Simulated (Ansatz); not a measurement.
**C2H3FGe: how energies converge with the basis set**

One table from this session's results is given with a row withheld; the runs are named, their logs left out.

The runs use Ansatz 0.2.0, Gaussian basis; one geometry, several basis sets.

Plan: PBE0-D4/def2-SVP; ωB97M-V/def2-SVP; PBE0-D4/def2-QZVPP; ωB97M-V/def2-QZVPP; the functionals' def2-TZVPP values are taken from earlier runs.

## The relaxed structure

The geometry comes from an earlier relaxation with PBE0-D4 in a triple-zeta def2 set; it is a stationary point, not always the lowest conformer.

7 atoms, charge 0, spin multiplicity 1.

Atoms are counted from 1 here; the program's logs count them from 0.

Bond lengths: F1–C2 1.321 Å, C2–C3 1.316 Å, C2–Ge4 1.894 Å, C3–Ge4 1.936 Å, C3–H5 1.082 Å, Ge4–H6 1.533 Å, Ge4–H7 1.533 Å. Angles: F1–C2–C3 135.4°, F1–C2–Ge4 153.0°, C3–C2–Ge4 71.7°, C2–C3–Ge4 68.2°, C2–C3–H5 139.9°, Ge4–C3–H5 151.9°, C2–Ge4–C3 40.2°, C2–Ge4–H6 121.0°, C2–Ge4–H7 121.0°, C3–Ge4–H6 120.4°, C3–Ge4–H7 120.4°, H6–Ge4–H7 114.1°.

Geometry (Å):

```xyz
7
charge 0, multiplicity 1
F    -0.6154   -2.1574    0.5589
C    -0.1915   -0.9463    0.2436
C     0.9835   -0.3627    0.1399
Ge   -0.4642    0.8559   -0.2704
H     2.0344   -0.5910    0.2555
H    -0.9042    1.9105    0.7513
H    -0.7813    1.2230   -1.7245
```

Set-up of the first run:

The input, in.yaml:

```yaml
crystal:
  periodic: [false, false, false]
  atoms:
    - {symbol: F, position_ang: [-0.615421, -2.157431, 0.558927]}
    - {symbol: C, position_ang: [-0.191465, -0.946253, 0.243620]}
    - {symbol: C, position_ang: [0.983496, -0.362683, 0.139894]}
    - {symbol: Ge, position_ang: [-0.464185, 0.855934, -0.270406]}
    - {symbol: H, position_ang: [2.034383, -0.590955, 0.255466]}
    - {symbol: H, position_ang: [-0.904218, 1.910526, 0.751318]}
    - {symbol: H, position_ang: [-0.781291, 1.222963, -1.724519]}
basis:
  gaussian: {orbitals: def2-SVP}
hamiltonian: {xc: pbe0, dispersion: d4}
output: {orbitals: {seedname: orbitals}}
```

Started as:

```bash
ansatz run in.yaml --threads 2 --pin off --events-out ev --progress --plain --max-ram 4352MiB
```

Among the steps run: PBE0-D4 in def2-SVP; ωB97M-V in def2-SVP; PBE0-D4 in def2-QZVPP; ωB97M-V in def2-QZVPP.

One of the session's tables, all rows but one given; the rest of the session is left out.

It belongs to the step «Density functionals: the series». 

| functional | basis | HOMO (eV) | LUMO (eV) |
| --- | --- | --- | --- |
| PBE0-D4 | def2-SVP | -7.68 | -0.11 |
| PBE0-D4 | def2-TZVPP | -7.73 | -0.30 |
| PBE0-D4 | def2-QZVPP | -7.74 | -0.49 |
| ωB97M-V | def2-SVP | -9.81 | 1.84 |
| ωB97M-V | def2-TZVPP | ? | ? |
| ωB97M-V | def2-QZVPP | -9.89 | 1.12 |

Q: Estimate the row for ωB97M-V, def2-TZVPP from the others.

The run gave: HOMO (eV): -9.87; LUMO (eV): 1.56. In the column «HOMO (eV)» it lies between ωB97M-V, def2-QZVPP (-9.89) and ωB97M-V, def2-SVP (-9.81).
